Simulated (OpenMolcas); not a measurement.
# Ru²⁺ among point charges: CASSCF levels and susceptibility

Aim: the splitting of the states of Ru²⁺ in the field of 6 point charges, its lowest levels with spin-orbit coupling and its magnetic susceptibility.

The numbers are computed with OpenMolcas 26.06 (state-averaged CASSCF, spin-orbit coupling by RASSI with atomic mean-field integrals), except any that are marked as measured or tabulated.

1 further run of the same task is left out (it didn't finish).

### 1 Starting point

| Quantity | Value |
| --- | --- |
| Species | Ru²⁺ (ruthenium, Z = 44, 42 electrons) |
| Basis | ANO-RCC-VDZP [6s5p3d1f], 43 functions |
| Scalar Hamiltonian | DKH2, point nucleus |
| Inactive shells | 1s 2s 2p 3s 3p 3d 4s 4p |
| Active space | 6 electrons in 5 orbitals (4d) |
| Some configurations of this space | 4d6 |
| Orbitals | optimised for each spin and parity, averaged over all roots |

The outer shells:

4d6
```
4d [↑↓][↑ ][↑ ][↑ ][↑ ]
```

The ion sits among 6 point charges of -1.5 e arranged as a tetragonal octahedron (D4h), 1.97 Å from the ion, with the axial distance 2.206 Å. The active orbitals were held to one l.

Each step is its own input file, run in one work folder so that later steps find the files of earlier ones. Labels, J, g values, rates, χT and fits are worked out afterwards by a script from the matrices that RASSI stores. The input lists half of the charges; inversion (Group=XYZ) makes the rest.

### 2 Basis and integrals

The input, a.inp:

```
&GATEWAY
Coord
1

Ru 0.0 0.0 0.0
Basis=ANO-RCC-VDZP
Group=XYZ
NoMove
AngMom=0.0 0.0 0.0
AMFI
XField
3 Angstrom 0
1.970000 0.000000 0.000000 -1.500000
0.000000 1.970000 0.000000 -1.500000
0.000000 0.000000 2.206400 -1.500000
&SEWARD
```

Run with:

```
OMP_NUM_THREADS=1 MOLCAS_MEM=1689 MOLCAS_PROJECT=a pymolcas a.inp > a.log
```

Standard output:

```text
Basis set label: RU.ANO-RCC...6S5P3D1F.

      Electronic valence basis set:
      ------------------
      Associated Effective Charge  44.000000 au
      Associated Actual Charge     44.000000 au
      Nuclear Model: Point charge

      Shell  nPrim  nBasis  Cartesian Spherical Contaminant
         s      21       6        X
         p      18       5        X
         d      13       3                 X
         f       6       1                 X
                  Relativistic Douglas-Kroll-Hess integrals:
                    - DKH order of Hamiltonian: 2
                    - DKH order of Properties : 0
                  Atomic mean-field integrals
```

### 3 CASSCF: quintets of even parity, 5 roots

The input, a.inp:

```
&RASSCF
FileOrb=start.orb
Symmetry=1
Spin=5
nActEl=6 0 0
Inactive=9 9
Ras2=5 0
CIRoot=5 5 1
SDav=5
CIMx=300
Iter=120 100
PrWF=0.3
OrbListing=Nothing
MaxOrb=0
SupSym
1
15 4 5 6 7 8 10 11 12 13 14 17 18 19 20 21
0
>>> COPY $Project.JobIph JOB001
```

start.orb holds the contracted functions of the basis, ordered by shell, or the orbitals of the step before.

Standard output, cut to the lines that bear on the results:

```text
[...]
      Number of active orbitals                  5
[...]
      Spin quantum number                      2.0
[...]
      Active orbitals                            5   0
[...]
      Number of CSFs                             5
      Number of root(s) required                 5
[...]
      Convergence after  8 iterations
[...]
      Natural orbitals and occupation numbers for root  1
      sym 1:   1.000000   2.000000   1.000000   1.000000   1.000000
      Natural orbitals and occupation numbers for root  2
      sym 1:   1.000000   2.000000   1.000000   1.000000   1.000000
      Natural orbitals and occupation numbers for root  3
      sym 1:   2.000000   1.000000   1.000000   1.000000   1.000000
::    RASSCF root number  1 Total energy:  -4531.26229910
::    RASSCF root number  2 Total energy:  -4531.26229910
::    RASSCF root number  3 Total energy:  -4531.24835534
::    RASSCF root number  4 Total energy:  -4531.22512156
::    RASSCF root number  5 Total energy:  -4531.19560132
```

### 4 CASSCF: triplets of even parity, 45 roots

The input, a.inp:

```
&RASSCF
FileOrb=start.orb
Symmetry=1
Spin=3
nActEl=6 0 0
Inactive=9 9
Ras2=5 0
CIRoot=45 45 1
SDav=45
CIMx=300
Iter=120 100
PrWF=0.3
OrbListing=Nothing
MaxOrb=0
SupSym
1
15 4 5 6 7 8 10 11 12 13 14 17 18 19 20 21
0
>>> COPY $Project.JobIph JOB002
```

Run with:

```
OMP_NUM_THREADS=1 MOLCAS_MEM=1689 MOLCAS_PROJECT=a pymolcas a.inp > a.log
```

Standard output, cut to the lines that bear on the results:

```text
[...]
      Number of active orbitals                  5
[...]
      Spin quantum number                      1.0
[...]
      Active orbitals                            5   0
[...]
      Number of CSFs                            45
      Number of root(s) required                45
[...]
      Convergence after  7 iterations
[...]
      Natural orbitals and occupation numbers for root  1
      sym 1:   1.057566   1.927240   0.060044   1.923985   1.031164
      Natural orbitals and occupation numbers for root  2
      sym 1:   1.923985   1.927240   1.031164   1.057566   0.060044
      Natural orbitals and occupation numbers for root  3
      sym 1:   1.860320   1.109291   1.000118   1.860320   0.169950
::    RASSCF root number  1 Total energy:  -4531.21758071
::    RASSCF root number  2 Total energy:  -4531.21758071
::    RASSCF root number  3 Total energy:  -4531.21146786
[...]
::    RASSCF root number 27 Total energy:  -4531.11977499
::    RASSCF root number 28 Total energy:  -4531.11698195
::    RASSCF root number 29 Total energy:  -4531.11541511
::    RASSCF root number 30 Total energy:  -4531.11541511
```

### 5 Reference wave functions, singlets of even parity, 50 roots

The input, a.inp:

```
&RASSCF
FileOrb=start.orb
Symmetry=1
Spin=1
nActEl=6 0 0
Inactive=9 9
Ras2=5 0
CIRoot=50 50 1
SDav=50
CIMx=300
Iter=120 100
PrWF=0.3
OrbListing=Nothing
MaxOrb=0
SupSym
1
15 4 5 6 7 8 10 11 12 13 14 17 18 19 20 21
0
>>> COPY $Project.JobIph JOB003
```

Standard output, cut to the lines that bear on the results:

```text
[...]
      Number of active orbitals                  5
[...]
      Spin quantum number                      0.0
[...]
      Active orbitals                            5   0
[...]
      Number of CSFs                            50
      Number of root(s) required                50
[...]
      Convergence after  7 iterations
[...]
      Natural orbitals and occupation numbers for root  1
      sym 1:   1.961513   1.951091   0.080142   1.961513   0.045741
      Natural orbitals and occupation numbers for root  2
      sym 1:   1.946550   1.962035   0.979848   1.036403   0.075163
      Natural orbitals and occupation numbers for root  3
      sym 1:   1.036403   1.962035   0.075163   1.946550   0.979848
::    RASSCF root number  1 Total energy:  -4531.21004161
::    RASSCF root number  2 Total energy:  -4531.18151271
::    RASSCF root number  3 Total energy:  -4531.18151271
[...]
::    RASSCF root number 27 Total energy:  -4531.07075160
::    RASSCF root number 28 Total energy:  -4531.06909323
::    RASSCF root number 29 Total energy:  -4531.06909323
::    RASSCF root number 30 Total energy:  -4531.06750310
```

### 6 State interaction with spin-orbit coupling

The input, a.inp:

```
&RASSI
NrOfJobIphs=3 5 45 50
1 2 3 4 5
1 2 3 4 5 6 7 8 9 10 11 12 13 14 15 16 17 18 19 20 21 22 23 24 25 26 27
28 29 30 31 32 33 34 35 36 37 38 39 40 41 42 43 44 45
1 2 3 4 5 6 7 8 9 10 11 12 13 14 15 16 17 18 19 20 21 22 23 24 25 26 27
28 29 30 31 32 33 34 35 36 37 38 39 40 41 42 43 44 45 46 47 48 49 50
IphNames
JOB001
JOB002
JOB003
EJob
SpinOrbit
DIPRint=1.0
SOCoupling=1000.0
Subsets=2
Property=9
'ANGMOM' 1 'ANGMOM' 2 'ANGMOM' 3 'MLTPL  1' 1 'MLTPL  1' 2 'MLTPL  1' 3
'AMFI' 1 'AMFI' 2 'AMFI' 3
SOProperty=3
'ANGMOM' 1 'ANGMOM' 2 'ANGMOM' 3
```

Run with:

```
OMP_NUM_THREADS=1 MOLCAS_MEM=1689 MOLCAS_PROJECT=a pymolcas a.inp > a.log
```

Standard output:

```text
SPIN-FREE ENERGIES:
  (Shifted by EMIN (a.u.) =      -4531.2622990978)

 SF State       Relative EMIN(au)   Rel lowest level(eV)    D:o, cm**(-1)      L_eff

     1             0.0000000000        0.0000000000              0.0000         2.0
     2             0.0000000000        0.0000000000              0.0000         2.0
     3             0.0139437601        0.3794290415           3060.3016         2.0
     4             0.0371775350        1.0116522642           8159.5258         2.0
     6             0.0447183918        1.2168494319           9814.5526         3.9
     7             0.0447183918        1.2168494319           9814.5526         3.9
     8             0.0508312375        1.3831884368          11156.1671         4.0
    51             0.0522574875        1.4219986762          11469.1928         4.7
     9             0.0555148724        1.5106366342          12184.1061         3.9
     5             0.0666977773        1.8149389793          14638.4701         2.0
    11             0.0739202738        2.0114731220          16223.6248         4.5
    10             0.0739202738        2.0114731220          16223.6248         4.5
    12             0.0772114683        2.1010310862          16945.9585         4.1
    52             0.0807863904        2.1983096726          17730.5633         5.2
    53             0.0807863904        2.1983096726          17730.5633         5.2
    13             0.0822560517        2.2383011936          18053.1166         4.5
    14             0.0822560517        2.2383011936          18053.1166         4.5
    15             0.0868984884        2.3646283313          19072.0137         4.2
    16             0.0886574529        2.4124921936          19458.0618         3.8
    17             0.0886574529        2.4124921936          19458.0618         3.8
    54             0.0893157742        2.4304060298          19602.5466         5.3
    18             0.0991868227        2.6990109423          21768.9913         4.6
    19             0.1004797195        2.7341924576          22052.7494         3.5
    20             0.1028865274        2.7996850372          22580.9827         3.1
    21             0.1028865274        2.7996850372          22580.9827         3.1
    22             0.1035872533        2.8187527610          22734.7742         4.6
    55             0.1056482777        2.8748360919          23187.1168         4.6
    23             0.1139413153        3.1005011394          25007.2282         2.7
    24             0.1139413153        3.1005011394          25007.2282         2.7
    56             0.1142154625        3.1079610659          25067.3965         5.8
    57             0.1142154625        3.1079610659          25067.3965         5.8
    58             0.1142741824        3.1095589141          25080.2840         4.7
    25             0.1180903821        3.2134029984          25917.8431         3.3
    59             0.1192578129        3.2451704102          26174.0645         5.0
    26             0.1216378517        3.3099345645          26696.4227         3.1
    27             0.1228712847        3.3434979867          26967.1299         4.3
    28             0.1244043127        3.3852138037          27303.5907         4.1
    29             0.1244043127        3.3852138037          27303.5907         4.1
    60             0.1268541865        3.4518782652          27841.2758         4.5
    61             0.1321375352        3.5956455070          29000.8368         4.6
Eigenvalues of complex Hamiltonian:
   -----------------------------------
  (Shifted by EMIN (a.u.) =      -4531.2622990978)

 SO State       Relative EMIN(au)   Rel lowest level(eV)    D:o, cm**(-1)     J-value

     1            -0.0032570174        0.0000000000              0.0000         2.3
     2            -0.0032570174        0.0000000000              0.0000         2.3
     3            -0.0028653219        0.0106585786             85.9672         3.0
     4            -0.0027302056        0.0143352805            115.6218         2.9
     5            -0.0018849277        0.0373364618            301.1389         3.2
     6            -0.0018849277        0.0373364618            301.1389         3.2
     7            -0.0011332080        0.0577917989            466.1223         3.1
     8             0.0002192585        0.0945942875            762.9544         2.8
     9             0.0012156352        0.1217070785            981.6338         2.3
    10             0.0012156352        0.1217070785            981.6338         2.3
    11             0.0121332800        0.4187913268           3377.7798         1.5
    12             0.0122020909        0.4206637683           3392.8821         1.5
    13             0.0132413726        0.4489440616           3620.9781         2.0
    14             0.0132413726        0.4489440616           3620.9781         2.0
    15             0.0135409508        0.4570960004           3686.7279         2.1
    16             0.0363417449        1.0775372158           8690.9238         2.6
    17             0.0364061666        1.0792902192           8705.0627         2.5
    18             0.0364061666        1.0792902192           8705.0627         2.5
    19             0.0364512125        1.0805159819           8714.9491         2.2
    20             0.0364551502        1.0806231305           8715.8133         2.2
    21             0.0402193822        1.1830531035           9541.9668         3.2
    22             0.0404471731        1.1892516089           9591.9611         3.0
    23             0.0420720405        1.2334665017           9948.5783         2.4
    24             0.0433577734        1.2684530781          10230.7640         3.2
    25             0.0433577734        1.2684530782          10230.7640         3.2
    26             0.0476569746        1.3854403029          11174.3296         2.6
    27             0.0503664244        1.4591681860          11768.9851         3.9
    28             0.0506009892        1.4655510208          11820.4662         3.3
    29             0.0506009892        1.4655510208          11820.4662         3.3
    30             0.0510653243        1.4781862217          11922.3759         3.5
    31             0.0553669859        1.5952403985          12866.4815         4.1
    32             0.0553669859        1.5952403985          12866.4815         4.1
    33             0.0614204270        1.7599629209          14195.0583         3.9
    34             0.0654382558        1.8692936126          15076.8698         1.6
    35             0.0656242747        1.8743554439          15117.6962         1.6
    36             0.0656981963        1.8763669543          15133.9201         2.1
    37             0.0656981963        1.8763669543          15133.9201         2.1
    38             0.0657063331        1.8765883662          15135.7059         2.3
    39             0.0705677377        2.0088739254          16202.6609         4.1
    40             0.0705677377        2.0088739254          16202.6609         4.1
    41             0.0707769529        2.0145669607          16248.5783         3.4
Weights of the five most important spin-orbit-free states for each spin-orbit state.

 SO State  Total energy (au)           Spin-free states, spin, and weights
 -------------------------------------------------------------------------------------------------------
    1        -0.003257       1 2.0  0.4896    2 2.0  0.4886    3 2.0  0.0130    8 1.0  0.0035   25 1.0  0.0023
    2        -0.003257       2 2.0  0.4896    1 2.0  0.4886    3 2.0  0.0130    8 1.0  0.0035   25 1.0  0.0023
    3        -0.002865       2 2.0  0.4770    1 2.0  0.4770    3 2.0  0.0266    4 2.0  0.0058    6 1.0  0.0040
    4        -0.002730       2 2.0  0.4856    1 2.0  0.4856    4 2.0  0.0060    6 1.0  0.0057    7 1.0  0.0057
    5        -0.001885       2 2.0  0.9370    1 2.0  0.0219    4 2.0  0.0116    3 2.0  0.0101    6 1.0  0.0082
    6        -0.001885       1 2.0  0.9370    2 2.0  0.0219    4 2.0  0.0116    3 2.0  0.0101    7 1.0  0.0082
    7        -0.001133       1 2.0  0.4765    2 2.0  0.4765    4 2.0  0.0186    9 1.0  0.0087    3 2.0  0.0073
    8         0.000219       1 2.0  0.4908    2 2.0  0.4908    3 2.0  0.0084    6 1.0  0.0034    7 1.0  0.0034
    9         0.001216       2 2.0  0.4921    1 2.0  0.4920    9 1.0  0.0078    4 2.0  0.0039   19 1.0  0.0013
   10         0.001216       1 2.0  0.4921    2 2.0  0.4920    9 1.0  0.0078    4 2.0  0.0039   19 1.0  0.0013
   11         0.012133       3 2.0  0.9557    7 1.0  0.0092    6 1.0  0.0092    5 2.0  0.0089    1 2.0  0.0025
   12         0.012202       3 2.0  0.9590    5 2.0  0.0090    7 1.0  0.0077    6 1.0  0.0077    1 2.0  0.0032
```

These steps: 20 s of run time, 1 thread, shared host.

Spin-free states, with their symmetry labels:

| state | degeneracy | E (cm-1) | free-ion L (%) |
| --- | --- | --- | --- |
| 5E | 2 | 0 | D (100) |
| 5B2 | 1 | 3060 | D (100) |
| 5A1 | 1 | 8160 | D (100) |
| 3E | 2 | 9815 | H (48) |
| 3B2 | 1 | 11156 | G (37) |
| 1A1 | 1 | 11469 | G (52) |
| 3A2 | 1 | 12184 | H (51) |
| 5B1 | 1 | 14638 | D (100) |
| 3E | 2 | 16224 | H (69) |
| 3A2 | 1 | 16946 | H (53) |
| 1E | 2 | 17731 | I (58) |
| 3E | 2 | 18053 | H (64) |
| 3B1 | 1 | 19072 | G (48) |
| 3E | 2 | 19458 | G (59) |
| 1A2 | 1 | 19603 | I (64) |
| 3B2 | 1 | 21769 | H (57) |
| 3A2 | 1 | 22053 | P (39) |
| 3E | 2 | 22581 | G (40) |
| 3A1 | 1 | 22735 | H (65) |
| 1B2 | 1 | 23187 | I (48) |
| 3E | 2 | 25007 | F (47) |
| 1E | 2 | 25067 | I (91) |
| 1B1 | 1 | 25080 | G (62) |
| 3B1 | 1 | 25918 | F (82) |

With spin-orbit coupling:

| E (cm-1) | Degeneracy | Label | 2S+1 | g |
| --- | --- | --- | --- | --- |
| 0.0 | 2 | E | 5 | 0.00 0.00 9.91 |
| 86.0 | 1 | B2 | 5 |  |
| 115.6 | 1 | B1 | 5 |  |
| 301.1 | 2 | E | 5 | 0.00 0.00 2.06 |
| 466.1 | 1 | A1 | 5 |  |
| 763.0 | 1 | A2 | 5 |  |
| 981.6 | 2 | E | 5 | 0.00 0.00 5.85 |
| 3378 | 1 | A1 | 5 |  |
| 3393 | 1 | A2 | 5 |  |
| 3621 | 2 | E | 5 | 0.00 0.00 4.33 |
| 3687 | 1 | B2 | 5 |  |
| 8691 | 1 | A1 | 5 |  |
| 8705 | 2 | E | 5 | 0.00 0.00 3.96 |
| 8715 | 1 | B2 | 5 |  |
| 8716 | 1 | B1 | 5 |  |
| 9542 | 1 | A1 | 3 |  |
| 9592 | 1 | B1 | 3 |  |
| 9949 | 1 | B2 | 3 |  |
| 10231 | 2 | E | 3 | 0.00 0.00 1.76 |
| 11174 | 1 | A2 | 3 |  |
| 11769 | 1 | A1 | 3 |  |
| 11820 | 2 | E | 3 | 0.00 0.00 1.72 |
| 11922 | 1 | B1 | 3 |  |
| 12866 | 2 | E | 3 | 0.00 0.00 3.92 |

The table of states holds 24 of 76 computed; the rest, higher up, is left out. Principal g values are given for doublets only; a zero marks a field direction without first-order Zeeman splitting.

Powder χT (cm³ K/mol): 3.11 at 2 K, 3.16 at 5 K, 3.25 at 10 K, 3.42 at 20 K, 3.76 at 50 K, 3.94 at 100 K, 4.00 at 150 K, 4.03 at 200 K, 4.03 at 250 K, 4.03 at 300 K.

Orbitals of the lowest block (energies include the constant potential of the surroundings):

| shell | space | energy (hartree) | mean occupation | ⟨r²⟩ (bohr²) |
| --- | --- | --- | --- | --- |
| 1s | inactive | -815.2270 | 2.000 | 0.00147 |
| 2s | inactive | -118.8183 | 2.000 | 0.0249 |
| 2p | inactive | -106.0709 | 6.000 | 0.0197 |
| 3s | inactive | -20.9019 | 2.000 | 0.183 |
| 3p | inactive | -16.5895 | 6.000 | 0.187 |
| 3d | inactive | -9.6331 | 10.000 | 0.175 |
| 4s | inactive | -1.8826 | 2.000 | 1.19 |
| 4p | inactive | -0.5783 | 6.000 | 1.45 |
| 4d | RAS2 |  | 6.000 | 2.90 |

### 7 What came out

| quantity | value |
| --- | --- |
| method | CASSCF |
| spin-free ground state | 5E, 2-fold in its orbital part |
| first state of the same spin within the active space | 5B2 at 3060 cm⁻¹ |
| lowest level | 2-fold E, g = 0.00, 0.00, 9.91 |
| next level | 86.0 cm⁻¹ |
| χT at 300 K | 4.03 cm³ K/mol |
| effective moment at 300 K | 5.68 μB |

The spin-free ground state (5E) comes to 100 % from free-ion D terms and keeps the highest spin of the shell. χT at 300 K is 4.03, against 3.01 cm³ K/mol for the spin alone, so orbital moment adds to it. An active space of the d shell alone favours high spin; real ions in strong fields can be low spin. The field of point charges can differ much from that of real complexes. With metal d orbitals alone active, the gaps between spin states are rough; where two lie within a few thousand cm-1, their order is open. This is an electrostatic model: the charges have no orbitals.
